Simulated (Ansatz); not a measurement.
This was printed by a script on Ansatz 0.2.0, Python API, for a calculation of the elastic constants of Cu, space group P2/m. What did the script look like? Level of theory: PBEsol, PAW, cutoff 450 eV, 4×19×2 k-points, Fermi-Dirac smearing of 0.1 eV.

Contents of `cu.xyz`:
```text
1
Lattice="11.57025395 0.0 0.0 0.0 2.2382121 0.0 -4.59562394 0.0 21.74338835" Properties=species:S:1:pos:R:3 pbc="T T T"
Cu    3.48731501    1.11910605   10.87169417
```

```console
$ python elastic.py
DeckWarning: elastic: scf.convergence.dr2_threshold = 1e-9 eV (typed) is looser than the 2.25e-10 eV advised at elastic.amplitude = 3e-3. Elastic constants divide stress differences by the amplitude, so a small SCF error in a stress becomes a large one in a constant, unseen in the output: at amplitude 2e-3 the [...]
[[ 0.   0.   0.   0.   0.   0. ]
 [ 0.1 10.   0.1  0.   0.   0. ]
 [ 0.   0.   0.   0.   0.   0. ]
 [ 0.   0.   0.   0.   0.   0. ]
 [ 0.   0.   0.   0.   0.   0. ]
 [ 0.   0.   0.   0.   0.   0. ]]
Voigt stress of the unstrained cell (GPa, tension positive): [ 0.    -0.077  0.     0.     0.     0.   ]
smallest eigenvalue of C: -0.0 GPa; tensor positive definite: False
```
(Warnings from the package without file and line, shortened.)

One script that gives this output:

Script `elastic.py`:
```python
"""Elastic constants of Cu."""

from dataclasses import dataclass

import ansatz as az
import numpy as np


@dataclass(frozen=True)
class Options:
    xc: str = "PBEsol"
    cutoff: int = 450
    tolerance: float = 1e-09
    smearing: str = "fermi_dirac"
    sigma: float = 0.1
    kmesh: tuple[int, ...] = (4, 19, 2)


settings = Options()

crystal = az.Crystal.from_extxyz("cu.xyz")

model = (
    crystal.calculation()
    .functional(settings.xc)
    .basis(settings.cutoff)
    .scf(tolerance=settings.tolerance)
    .occupations(settings.smearing, width=settings.sigma)
    .pseudopotentials("paw")
    .kpoints(*settings.kmesh)
)
out = model.elastic("clamped_ion", amplitude=0.003).run()
elastic = out.elastic

print(np.array2string(np.round(elastic.c_gpa, 1) + 0.0, suppress_small=True))
print("Voigt stress of the unstrained cell (GPa, tension positive):", np.round(elastic.sigma0_gpa, 3) + 0.0)
print("smallest eigenvalue of C:", round(elastic.stability.min_eigenvalue_gpa, 1), "GPa; tensor positive definite:", elastic.stability.min_eigenvalue_gpa > 0)
# averaged moduli need a positive definite tensor
if elastic.stability.min_eigenvalue_gpa > 0:
    m = elastic.moduli
    anisotropy = 5 * m.g_voigt_gpa / m.g_reuss_gpa + m.k_voigt_gpa / m.k_reuss_gpa - 6
    print(f"Voigt K {m.k_voigt_gpa:.1f} G {m.g_voigt_gpa:.1f}; Reuss K {m.k_reuss_gpa:.1f} G {m.g_reuss_gpa:.1f}; universal anisotropy index {anisotropy:.3f}")
```

Reading the output:
- The cell holds an odd number of electrons and is run without spin, so a magnetic state may lie lower.
- The cell isn't relaxed first, so the values belong to this volume.
- The cell holds layers, chains or clusters in vacuum, no bulk phase; its stress is averaged over the vacuum too and scales with the cell's height.
- Points of the mesh across the vacuum add cost only.
- This isn't the structure that Cu takes at ambient conditions.
- Shear constants of a metal converge slowly with the k-point mesh and can be wrong in sign on a coarse one; the constants belong to the cell that was strained.
- Timing: 16 min on 1 thread of Arm Neoverse N1, with other jobs on the host, peak memory 1.2 GiB.

(A comment or docstring line of the script was reworded after the run, the code is as it ran.)
